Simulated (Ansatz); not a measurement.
# SiH2O (oxosilane): SVWN5/def2-TZVPP

What is the electronic atomisation energy of SiH2O (oxosilane) at SVWN5/def2-TZVPP? 

The results are computed with Ansatz 0.2.0.

50 further runs of the same task are left out: 50 set aside as unsound or not needed.

### Step 1. The molecule

SiH2O has 4 atoms, charge 0, and is taken as a singlet. SMILES: `O=[SiH2]`. The shape is that of a PBE0-D4/def2-TZVP optimisation.

Bond lengths: O1–Si2 1.516 Å, Si2–H3 1.485 Å, Si2–H4 1.486 Å. Angles: O1–Si2–H3 124.0°, O1–Si2–H4 124.0°, H3–Si2–H4 111.9°.

### Step 2. The energy at SVWN5/def2-TZVPP

The input, job.yaml:

```yaml
crystal:
  periodic: [false, false, false]
  atoms:
    - {symbol: O, position_ang: [-0.283200, 0.413500, 1.469500]}
    - {symbol: Si, position_ang: [-0.006700, 0.009800, 0.034900]}
    - {symbol: H, position_ang: [0.439900, -1.346000, -0.376200]}
    - {symbol: H, position_ang: [-0.150000, 0.922700, -1.128300]}
basis:
  gaussian: {orbitals: def2-TZVPP}
hamiltonian: {xc: {name: SVWN5}}
accuracy: high
output: {orbitals: {seedname: orbitals}}
```

Command:

```
$ ansatz run job.yaml --threads 1 --pin off --max-ram 3480MiB --events-out events.jsonl --progress --plain --runs-dir runs
```

Standard output:

```text
Warning: RAYON_NUM_THREADS=1 ignored (pool sized by the plan → 1); use --threads N
Functional definition: SVWN5
  name "SVWN5"
  exchange = slater_x
  correlation = vwn5_c
1618 factors; integrals over basis functions are off by at most 3.1e-9 eV
mean field evaluation 1: about -9902.1084 eV, gradient 7.2e1 eV
mean field evaluation 2: about -9759.2042 eV, gradient 2.1e2 eV
mean field evaluation 4: about -9911.2463 eV, gradient 1.0e1 eV
mean field evaluation 8: about -9911.5143 eV, gradient 4.7e-1 eV
mean field evaluation 16: about -9911.5148 eV, gradient 1.3e-5 eV
mean field -9911.51475845 eV, -364.2414491070 hartree, gradient 1.3e-8 eV, S^2 0.000000; 0 other end points of the search recorded, 0 dependent functions left out
reference -9911.51476151 eV, -364.2414492195 hartree; 12, 12 occupied and 89, 89 virtual orbitals, 1618 factors
Total energy: -9911.51476151 eV, -364.2414492195 hartree
```

Run time: 2.8 s. Hardware: 1 thread of Arm Neoverse V2, shared host; peak memory 0.19 GiB.

### Step 3. The H atom at the same level

The input, in.yaml:

```yaml
crystal:
  periodic: [false, false, false]
  atoms:
    - {symbol: H, position_ang: [0.000000, 0.000000, 0.000000]}
basis:
  gaussian: {orbitals: def2-TZVPP}
magnetization: {spin_polarized: true, initial_magnetization: 1}
hamiltonian: {xc: {name: SVWN5}}
accuracy: high
```

Run the same way, it converges to -0.47834 Eh (log not shown).

### Step 4. The O atom at the same level

The input, run.yaml:

```yaml
crystal:
  periodic: [false, false, false]
  atoms:
    - {symbol: O, position_ang: [0.000000, 0.000000, 0.000000]}
basis:
  gaussian: {orbitals: def2-TZVPP}
magnetization: {spin_polarized: true, initial_magnetization: 2}
hamiltonian: {xc: {name: SVWN5}}
accuracy: high
```

Command:

```
$ ansatz run run.yaml --threads 1 --pin off --max-ram 3480MiB --events-out events.jsonl --progress --plain --runs-dir runs
```

Standard output:

```text
Warning: RAYON_NUM_THREADS=1 ignored (pool sized by the plan → 1); use --threads N
Functional definition: SVWN5
  name "SVWN5"
  exchange = slater_x
  correlation = vwn5_c
306 factors; integrals over basis functions are off by at most 3.5e-9 eV
mean field evaluation 1: about -2027.6885 eV, gradient 9.3e0 eV
mean field evaluation 2: about -2027.6713 eV, gradient 9.2e0 eV
mean field evaluation 4: about -2027.9440 eV, gradient 2.3e-2 eV
mean field evaluation 8: about -2027.9440 eV, gradient 2.2e-4 eV
mean field evaluation 16: about -2027.7672 eV, gradient 8.3e0 eV
mean field -2027.94397687 eV, -74.5255665601 hartree, gradient 1.7e-9 eV, S^2 2.003251; 1 other end points of the search recorded, 0 dependent functions left out
reference -2027.94397809 eV, -74.5255666049 hartree; 5, 3 occupied and 26, 28 virtual orbitals, 306 factors
Total energy: -2027.94397809 eV, -74.5255666049 hartree
```

Run time: 0.38 s. Hardware: 1 thread of Arm Neoverse V2, shared host.

### Step 5. The Si atom

The input, run.yaml:

```yaml
basis:
  gaussian: {orbitals: def2-TZVPP}
crystal:
  periodic: [false, false, false]
  atoms:
    - symbol: Si
      position_ang: [0.000000, 0.000000, 0.000000]
magnetization: {spin_polarized: true, initial_magnetization: 2}
hamiltonian: {xc: {name: SVWN5}}
accuracy: high
```

Run the same way, it converges to -288.20746 Eh (log not shown).

### Step 6. Results

At SVWN5/def2-TZVPP:

```
                     quantity          value
       molecule: total energy  -364.24145 Eh
        molecule: HOMO energy       -6.93 eV
        molecule: LUMO energy       -3.33 eV
      molecule: HOMO–LUMO gap        3.59 eV
         H atom: total energy    -0.47834 Eh
                 H atom: ⟨S²⟩          0.750
         O atom: total energy   -74.52557 Eh
                 O atom: ⟨S²⟩          2.003
        Si atom: total energy  -288.20746 Eh
                Si atom: ⟨S²⟩          2.002
electronic atomisation energy      15.014 eV
```

**Reading.** Taking the molecule apart into free atoms costs 15.01 eV (1449 kJ/mol), before zero-point energy and without spin-orbit coupling.
